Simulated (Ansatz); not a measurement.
# AlGaHO (doublet): the correlation ladder, cc-pVDZ

An exercise on one series of results from a longer session: the logs are not shown, and one member is left open.

The runs use Ansatz 0.2.0, Gaussian basis; cc-pVDZ, core rule «outside noble gas», up to 20 orbitals frozen.

Plan: UHF; CCSD(T) on ROHF; CCSD(T) on UHF; BCCD(T) on ROHF; CISD; CCSDT(Q) on ROHF; CCSDT(Q) on UHF; CASSCF and MRCISD+Q, 9 electrons in 9 orbitals; CASSCF and NEVPT2, 9 electrons in 9 orbitals.

23 further runs of the same task are left out: 3 for a known fault of the program, 8 that didn't finish, 12 set aside as unsound or not needed.

## The geometry

The geometry is a PBE0/def2-TZVP stationary point (not a proven minimum). No spin-orbit coupling is included. The filled d shell of Ga may be among the frozen orbitals whatever the setting's name suggests; the logs give the count.

4 atoms, charge 0, spin multiplicity 2.

Atoms are counted from 1 here; the program's logs count them from 0.

Bond lengths: Al1–Ga2 2.683 Å, Ga2–O3 1.754 Å, O3–H4 0.952 Å. Angles: Al1–Ga2–O3 180.0°, Ga2–O3–H4 180.0°.

Geometry (Å):

```xyz
4
charge 0, multiplicity 2
Al    0.00000    0.00000   -3.12710
Ga    0.00000    0.00000   -0.44410
O     0.00000    0.00000    1.30980
H     0.00000    0.00000    2.26140
```

Set-up of the first run:

in.yaml reads:

```yaml
crystal:
  periodic: [false, false, false]
  atoms:
    - {symbol: Al, position_ang: [0.000000, 0.000000, -3.127100]}
    - {symbol: Ga, position_ang: [0.000000, 0.000000, -0.444100]}
    - {symbol: O, position_ang: [0.000000, 0.000000, 1.309800]}
    - {symbol: H, position_ang: [0.000000, 0.000000, 2.261400]}
basis:
  gaussian: {orbitals: cc-pVDZ}
magnetization: {spin_polarized: true, initial_magnetization: 1}
hamiltonian: {xc: hf}
output: {orbitals: {seedname: orbitals}}
```

Started as:

```
$ ansatz run in.yaml --threads 1 --pin off --events-out ev --progress --plain --max-ram 2393MiB
```

Steps of the session up to this table: UHF; CCSD(T) on ROHF; CCSD(T) on UHF; BCCD(T) on ROHF; CISD; CCSDT(Q) on ROHF; CCSDT(Q) on UHF; CASSCF and MRCISD+Q, 9 electrons in 9 orbitals; CASSCF and NEVPT2, 9 electrons in 9 orbitals.

One of the session's tables, all rows but one given; the rest of the session is left out.

```
           method  from UCCSDT(Q) (kJ/mol)
             ROHF                   +841.8
              UHF                   +834.8
             RMP2                   +100.0
             UMP2                   +101.4
            RCCSD                        ?
            UCCSD                    +29.9
         RCCSD(T)                     +6.3
         UCCSD(T)                     +6.3
          BCCD(T)                     +5.8
           RCCSDT                     +2.8
           UCCSDT                     +2.8
        RCCSDT(Q)                     +0.4
        UCCSDT(Q)                        0
  CASSCF frontier                   +497.2
  NEVPT2 frontier                   +148.6
  MRCISD frontier                    +54.9
MRCISD+Q frontier                     +6.4
```

**Question.** Estimate the row for RCCSD.

The run gave: from UCCSDT(Q) (kJ/mol): +30.3. In the column «from UCCSDT(Q) (kJ/mol)» it lies between UCCSD (+29.9) and MRCISD frontier (+54.9).

Among the levels timed on like hardware and quicker than the yardstick, those that no quicker one beats, quickest first: BCCD(T) (9.5 s, +5.8 kJ/mol).

Not comparable, so not listed: CISD (they don't share determinant, frozen orbitals or solution with the rows shown, or repeat one).

To keep in mind: Of the multireference levels listed MRCISD+Q frontier comes nearest in total energy (+6.4 kJ/mol), which doesn't show that its space is the better one. Restricted and unrestricted rows rest on different reference determinants; where their highest levels disagree by more than a few hundredths of an eV, they describe different states and don't form one ladder.
